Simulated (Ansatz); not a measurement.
A run of Ansatz 0.2.0 is set up as follows.

File input.yaml:

```yaml
crystal:
  lattice:
    - [2.52308, 0.0, 0.0]
    - [0.0, 2.52308, 0.0]
    - [0.0, 0.0, 23.8]
  atoms:
    - { symbol: Pt, position: [0.0, 0.0, 0.29412] }
  periodic: [true, true, false]
kpoints:
  mp_grid: { grid: [10, 10, 1] }
scf:
  occupations: { method: fermi_dirac, width: 0.05 }
hamiltonian:
  xc: pbesol
  pseudopotentials: { kind: all_electron, lapw: { basis_error: 0.002 } }
output:
  forces: true
  stress: true
  eigenvalues: true
```

Potentials or basis: all-electron LAPW, scalar-relativistic.

Command:

```console
$ ansatz run input.yaml --threads 2 --pin off --max-ram 8192MiB --backend cpu --events-out ev --progress --plain --runs-dir out
```

(1) Predict the work function.

(2) Estimate the band gap on the k mesh.

## Answers

(1) 6.39 eV.

(2) none (metal or under the smearing width).
